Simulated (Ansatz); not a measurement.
Crystal: NiMoIrPdW.

```
Ni Mo Pd Ir W
1.0
     2.34460   -1.43138    0.00906
     2.34460    1.43138    0.00906
    -2.20600    0.00000   10.92374
Ni Mo Pd Ir W
1 1 1 1 1
Cartesian
  1.6857 0.0000 3.2343
  -0.5221 0.0000 9.9690
  0.0775 0.0000 5.3638
  3.2778 0.0000 1.1936
  1.6891 0.0000 7.5942
```

The cell was built by a generator and needn't be a form met in nature.

Base run:

```yaml
Program: Ansatz 0.2.0
Functional: PBE
Potentials_or_basis: Ansatz PAW
Cutoff: "420 eV (not typed: the program's choice for these potentials)"
k_mesh: 11 × 11 × 3
Occupations: fermi-dirac, width 0.05 eV
Spin: collinear spin, ferromagnetic start
Starting_moments: "[1.0, 1.0, 0.0, 0.6, 0.0] μB"
```

Its results: band gap on the k mesh none (metal or under the smearing width); pressure 0.0 GPa; net moment 0.00 μB per cell; largest force 0.082 eV/Å.

The run is repeated on the same cell with these changes: functional from PBE to RPBE. What comes out?

Band gap on the k mesh none (metal or under the smearing width); pressure 4.1 GPa; net moment 0.00 μB per cell; largest force 0.121 eV/Å.

RPBE binds less tightly than PBE, so the same cell stands under more pressure.

Caveats: spin-orbit coupling is left out, which moves the levels of the heavy elements; the starting moments weren't kept; the PAW data sets come from PBE, with cores solved anew for the run's functional, which leaves a small shift of forces and pressure (some runs).
